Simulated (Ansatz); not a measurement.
# WHO+ (quintet): from Hartree-Fock to the top rungs, def2-TZVPP

One table from this session's results is given with a row withheld; the runs are named, their logs left out.

The runs use Ansatz 0.2.0, Gaussian basis; def2-TZVPP, core rule «outside noble gas», up to 5 orbitals frozen.

Plan: UHF; ROHF; CCSD(T) on UHF.

2 further runs of the same task are left out: 2 set aside as unsound or not needed.

## The system

The geometry is a PBE0/def2-TZVP stationary point (not a proven minimum) of the parent state, kept for this charge and spin. No spin-orbit coupling is included. Elements past krypton take def2 core potentials.

3 atoms, charge 1, spin multiplicity 5.

Atoms are counted from 1 here; the program's logs count them from 0.

Bond lengths: W1–O2 1.795 Å, O2–H3 0.974 Å. Angles: W1–O2–H3 128.0°.

Coordinates:

```xyz
3
charge 1, multiplicity 5
W     0.00000   -0.17062    1.40922
O     0.00000   -0.27977   -0.38199
H     0.00000    0.45039   -1.02723
```

The first run:

Input file in.yaml:

```yaml
crystal:
  periodic: [false, false, false]
  atoms:
    - {symbol: W, position_ang: [0.000000, -0.170624, 1.409222]}
    - {symbol: O, position_ang: [0.000000, -0.279768, -0.381991]}
    - {symbol: H, position_ang: [0.000000, 0.450392, -1.027231]}
basis:
  gaussian: {orbitals: def2-TZVPP}
total_charge: 1
magnetization: {spin_polarized: true, initial_magnetization: 4}
hamiltonian: {xc: hf}
output: {orbitals: {seedname: orbitals}}
```

The run is started by

```sh
$ ansatz run in.yaml --threads 1 --pin off --events-out ev --progress --plain --max-ram 4096MiB --backend cpu
```

Steps of the session up to this table: UHF; ROHF; CCSD(T) on UHF.

One of the session's tables, all rows but one given; the rest of the session is left out.

| method | from UCCSD(T) (kcal/mol) |
| --- | --- |
| ROHF | +226.97 |
| UHF | +222.24 |
| UMP2 | +12.10 |
| UCCSD | ? |
| UCCSD(T) | 0 |

**Question.** Estimate the row for UCCSD.

**Answer.** from UCCSD(T) (kcal/mol): +9.71. In the column «from UCCSD(T) (kcal/mol)» it lies between UCCSD(T) (0) and UMP2 (+12.10).
